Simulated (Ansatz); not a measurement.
# TaRu: stress in a strained cell

TaRu is deformed so: zz strain of -1 %. What stress and forces result, by LAPW, PAW and all-electron datasets made for the crystal?

Program: Ansatz 0.2.0. Level of theory: DFT LDA, scalar-relativistic. These are calculated values, not measurements.

## Step 1: Starting point

The structure is cubic, space group Pm-3m (No. 221). Conventional cell: a = 3.187 Å, b = 3.187 Å, c = 3.187 Å, α = 90.00°, β = 90.00°, γ = 90.00°. Ta (site symmetry m-3m) is surrounded by 8 Ru at 2.76 Å. Ru (site symmetry m-3m) has 8 Ta at 2.76 Å as nearest neighbours.

Coordinates:

```cif
data_structure
_symmetry_space_group_name_H-M 'P 1'
_symmetry_Int_Tables_number 1
_cell_length_a 3.1870
_cell_length_b 3.1870
_cell_length_c 3.1870
_cell_angle_alpha 90.000
_cell_angle_beta 90.000
_cell_angle_gamma 90.000
_cell_volume 32.37
loop_
_atom_site_label
_atom_site_type_symbol
_atom_site_fract_x
_atom_site_fract_y
_atom_site_fract_z
_atom_site_occupancy
Ta1 Ta 0.50000 0.50000 0.50000 1
Ru1 Ru 0.00000 0.00000 0.00000 1
```

Atoms are numbered in the order of the input: Ta1, Ru2.

## Step 2: After the deformation

Space group Pm-3m before, P4/mmm after.

## Step 3: Full-potential LAPW

The input, input.yaml:

```yaml
crystal:
  lattice:
    - [3.187, 0.0, 0.0]
    - [0.0, 3.187, 0.0]
    - [0.0, 0.0, 3.15513]
  atoms:
    - { symbol: Ta, position: [0.5, 0.5, 0.5] }
    - { symbol: Ru, position: [0.0, 0.0, 0.0] }
kpoints:
  mp_grid: { grid: [13, 13, 13] }
  band_path:
    path:
      - [0.0, 0.0, 0.0]
      - [0.0, 0.5, 0.0]
      - [0.5, 0.5, 0.0]
      - [0.0, 0.0, 0.0]
      - [0.0, 0.0, 0.5]
      - [0.0, 0.5, 0.5]
      - [0.5, 0.5, 0.5]
      - [0.0, 0.0, 0.5]
      - [0.0, 0.5, 0.0]
    npoints: 5
scf:
  occupations: { method: fermi_dirac, width: 0.03 }
hamiltonian:
  xc: lda
  pseudopotentials: { kind: all_electron, lapw: { basis_error: 0.00025 } }
output:
  forces: true
  stress: true
  eigenvalues: true
```

Run with:

```
ansatz run input.yaml --threads 1 --pin off --max-ram 3072MiB --backend cpu --events-out ev --progress --plain --runs-dir out
```

## Step 4: PAW on the default files

The input, input.yaml:

```yaml
crystal:
  lattice:
    - [3.187, 0.0, 0.0]
    - [0.0, 3.187, 0.0]
    - [0.0, 0.0, 3.15513]
  atoms:
    - { symbol: Ta, position: [0.5, 0.5, 0.5] }
    - { symbol: Ru, position: [0.0, 0.0, 0.0] }
kpoints:
  mp_grid: { grid: [13, 13, 13] }
scf:
  occupations: { method: fermi_dirac, width: 0.03 }
hamiltonian:
  xc: lda
  pseudopotentials: { kind: paw }
output:
  forces: true
  stress: true
  eigenvalues: true
  efg: { contact_densities: true }
```

## Step 5: All-electron PAW on datasets made for the crystal

input.yaml, as its differences from that of step 4:

```diff
@@ -14,3 +14,3 @@
   xc: lda
-  pseudopotentials: { kind: paw }
+  pseudopotentials: { kind: all_electron, datasets: crystal }
 output:
```

(Steps that only read results are left out.)

**Question.** What will these runs give? Wanted: pressure; largest shear or deviatoric stress.

As calculated:

| quantity | value |
| --- | --- |
| pressure | LAPW -13.99, PAW -14.13, crystal datasets -13.99 GPa |
| largest shear or deviatoric stress (LAPW) | 1.43 GPa |

What this shows: The largest part of the stress beyond the pressure is 1.43 GPa in size, in the zz component; the atoms are carried along and not relaxed. No run of the undeformed cell stands beside it, so the pressure holds what the given cell had before the change. PAW: stress within 0.14 GPa of LAPW. Crystal datasets: stress within 0.01 GPa of LAPW. Spin-orbit coupling is left out, though the cell holds Ta; in elements this heavy it can shift bands and gaps by tenths of an eV.
